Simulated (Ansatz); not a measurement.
Relaxation of a periodic cell of 17 atoms, Be₁₆H (host Be, host structure hcp, interstitial H), to a largest force component of 0.03 eV/Å in at most 60 steps.

These are results of DFT PBE-D3(BJ), scalar-relativistic, plane waves, PAW (Ansatz), not measurements. Settings: cutoff 420 eV, k mesh 5x6x4, fermi-dirac smearing 0.15 eV, no spin polarisation.

```xyz
17
Lattice="-2.2900 -3.9664 0.0000 3.4350 -1.9832 0.0000 0.0000 0.0000 7.1769" Properties=species:S:1:pos:R:3
Be 0.000 -3.966 0.000
Be 0.000 -2.644 1.794
Be 0.000 -3.966 3.588
Be 0.000 -2.644 5.383
Be -1.145 -1.983 0.000
Be 2.290 -2.644 1.794
Be -1.145 -1.983 3.588
Be 2.290 -2.644 5.383
Be 1.145 -1.983 0.000
Be 1.145 -0.661 1.794
Be 1.145 -1.983 3.588
Be 1.145 -0.661 5.383
Be 0.000 0.000 0.000
Be 1.145 -4.627 1.794
Be 0.000 0.000 3.588
Be 1.145 -4.627 5.383
H -1.242 -3.272 4.534
```

Question: Where does it end, and by what steps?

Answer: The run converged. Limits of this set-up: coarse k mesh, odd electron count without spin, a small cell, in which the defect meets its images. After 4 steps the energy has fallen by 0.105 eV; H17 moved furthest, 0.11 Å.

| step | energy less start (eV) | largest force component (eV/Å) | accepted |
| --- | --- | --- | --- |
| 0 | 0.0000 | 0.602 | yes |
| 1 | -0.0731 | 0.309 | yes |
| 2 | -0.1011 | 0.109 | yes |
| 3 | -0.1038 | 0.051 | yes |
| 4 | -0.1050 | 0.006 | yes |

```xyz
17
Lattice="-2.2900 -3.9664 0.0000 3.4350 -1.9832 0.0000 0.0000 0.0000 7.1769" Properties=species:S:1:pos:R:3
Be -0.020 -3.956 0.018
Be -0.001 -2.639 1.801
Be 0.025 -3.982 3.569
Be 0.029 -2.622 5.409
Be -1.150 -1.976 -0.001
Be 2.276 -2.637 1.775
Be -1.150 -1.941 3.568
Be 2.276 -2.638 5.387
Be 1.148 -1.986 0.025
Be 1.138 -0.665 1.801
Be 1.147 -1.986 3.589
Be 1.139 -0.700 5.409
Be -0.010 -0.002 -0.001
Be 1.153 -4.634 1.782
Be -0.040 -0.019 3.567
Be 1.109 -4.608 5.408
H -1.151 -3.303 4.488
```

Whether the end is a true minimum wasn't checked by a vibrational analysis.

The run took 54 s on 2 threads of AMD EPYC 7R43 64-Core Processor (Zen 3), with other jobs on the host, peak memory 0.55 GiB.
